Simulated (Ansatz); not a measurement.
Geometry optimisation, Ansatz 0.2.0, DFT PBE, scalar-relativistic, plane waves, PAW.

Input:

```yaml
crystal:
  lattice:
    - [5.345727, 0.0, 0.0]
    - [0.0, 7.56, 0.0]
    - [0.0, 0.0, 18.345727]
  atoms:
    - { symbol: Ce, position: [0.5, 0.25, 0.0545086] }
    - { symbol: Ag, position: [0.0, 0.0, 0.0545086] }
    - { symbol: Ce, position: [1.0, 0.25, 0.2002027] }
    - { symbol: Ag, position: [0.5, 0.0, 0.2002027] }
    - { symbol: Ce, position: [0.5, 0.25, 0.3458967] }
    - { symbol: Ag, position: [1.0, 0.0, 0.3458967] }
    - { symbol: Ce, position: [0.5, 0.75, 0.0545086] }
    - { symbol: Ag, position: [0.0, 0.5, 0.0545086] }
    - { symbol: Ce, position: [1.0, 0.75, 0.2002027] }
    - { symbol: Ag, position: [0.5, 0.5, 0.2002027] }
    - { symbol: Ce, position: [0.5, 0.75, 0.3458967] }
    - { symbol: Ag, position: [1.0, 0.5, 0.3458967] }
    - { symbol: O, position: [0.4727813, 0.0024498, 0.4565492] }
    - { symbol: H, position: [0.3508449, -0.0867949, 0.4674509] }
    - { symbol: H, position: [0.6307828, -0.0515558, 0.4674509] }
basis:
  ecutwfc: 420.0
kpoints:
  mp_grid: { grid: [3, 2, 1] }
hamiltonian:
  xc: pbe
scf:
  occupations: { method: fermi_dirac, width: 0.15 }
  lower_state_search: "off"
relax:
  f_tol: 0.03
  max_steps: 60
  adjacent_minimum: "off"
  constraints: [{ sites: [0, 1, 6, 7] }]
```

Command:

```bash
$ ansatz run input.yaml --threads 4 --pin off --max-ram 10240MiB --backend cpu --events-out ev --progress --plain --runs-dir out
```

Problem. Where does it end, and by what steps?

Solution. It converged. The force dipped under the threshold on the way, but the program's further checks kept it going. Limits of this set-up: coarse k mesh, thin slab, slab without dipole correction, magnetic elements without spin, no dispersion correction for a molecule that may bind weakly, a typed lattice constant that wasn't relaxed here. After 20 steps the energy has fallen by 0.509 eV; H15 moved furthest, 1.58 Å. Joined: Ag4–Ag6 (3.78 → 3.27 Å), Ag10–Ag12 (3.78 → 3.43 Å).

```json
{"step": "0", "energy less start (eV)": "0.0000", "largest force component (eV/Å)": "1.472", "accepted": "yes"}
{"step": "1", "energy less start (eV)": "-0.2745", "largest force component (eV/Å)": "1.125", "accepted": "yes"}
{"step": "2", "energy less start (eV)": "-0.3142", "largest force component (eV/Å)": "1.903", "accepted": "yes"}
{"step": "3", "energy less start (eV)": "-0.4299", "largest force component (eV/Å)": "0.276", "accepted": "yes"}
{"step": "4", "energy less start (eV)": "-0.4499", "largest force component (eV/Å)": "0.102", "accepted": "yes"}
{"step": "5", "energy less start (eV)": "-0.4526", "largest force component (eV/Å)": "0.037", "accepted": "yes"}
{"step": "6", "energy less start (eV)": "-0.4546", "largest force component (eV/Å)": "0.026", "accepted": "yes"}
{"step": "7", "energy less start (eV)": "-0.4577", "largest force component (eV/Å)": "0.470", "accepted": "yes"}
{"step": "8", "energy less start (eV)": "-0.4629", "largest force component (eV/Å)": "0.486", "accepted": "yes"}
{"step": "9", "energy less start (eV)": "-0.4709", "largest force component (eV/Å)": "0.462", "accepted": "yes"}
{"step": "10", "energy less start (eV)": "-0.4773", "largest force component (eV/Å)": "0.602", "accepted": "yes"}
{"step": "11", "energy less start (eV)": "-0.4935", "largest force component (eV/Å)": "0.488", "accepted": "yes"}
{"step": "12", "energy less start (eV)": "-0.5026", "largest force component (eV/Å)": "0.103", "accepted": "yes"}
{"step": "13", "energy less start (eV)": "-0.5056", "largest force component (eV/Å)": "0.037", "accepted": "yes"}
{"step": "14", "energy less start (eV)": "-0.5065", "largest force component (eV/Å)": "0.216", "accepted": "yes"}
{"step": "15", "energy less start (eV)": "-0.5074", "largest force component (eV/Å)": "0.067", "accepted": "yes"}
{"step": "16", "energy less start (eV)": "-0.5081", "largest force component (eV/Å)": "0.024", "accepted": "yes"}
{"step": "17", "energy less start (eV)": "-0.5086", "largest force component (eV/Å)": "0.044", "accepted": "yes"}
{"step": "18", "energy less start (eV)": "-0.5090", "largest force component (eV/Å)": "0.049", "accepted": "yes"}
{"step": "19", "energy less start (eV)": "-0.5091", "largest force component (eV/Å)": "0.023", "accepted": "yes"}
{"step": "20", "energy less start (eV)": "-0.5091", "largest force component (eV/Å)": "0.023", "accepted": "yes"}
```

```xyz
15
Lattice="5.3457 0.0000 0.0000 0.0000 7.5600 0.0000 0.0000 0.0000 18.3457" Properties=species:S:1:pos:R:3
Ce 2.673 1.890 1.000
Ag 0.000 0.000 1.000
Ce 5.360 1.910 3.471
Ag 2.712 0.000 3.701
Ce 2.597 1.861 6.290
Ag 5.155 0.000 5.880
Ce 2.673 5.670 1.000
Ag 0.000 3.780 1.000
Ce 5.360 5.650 3.471
Ag 2.695 3.780 3.703
Ce 2.597 5.699 6.291
Ag 5.258 3.780 5.986
O 1.956 -0.002 8.250
H 0.979 -0.003 7.967
H 1.990 -0.002 9.227
```

Whether the end is a true minimum wasn't checked by a vibrational analysis.

Time of the run: 71 s on 4 threads of AMD EPYC 9R45 96-Core Processor (Zen 5), with other jobs on the host, peak memory 2 GiB.
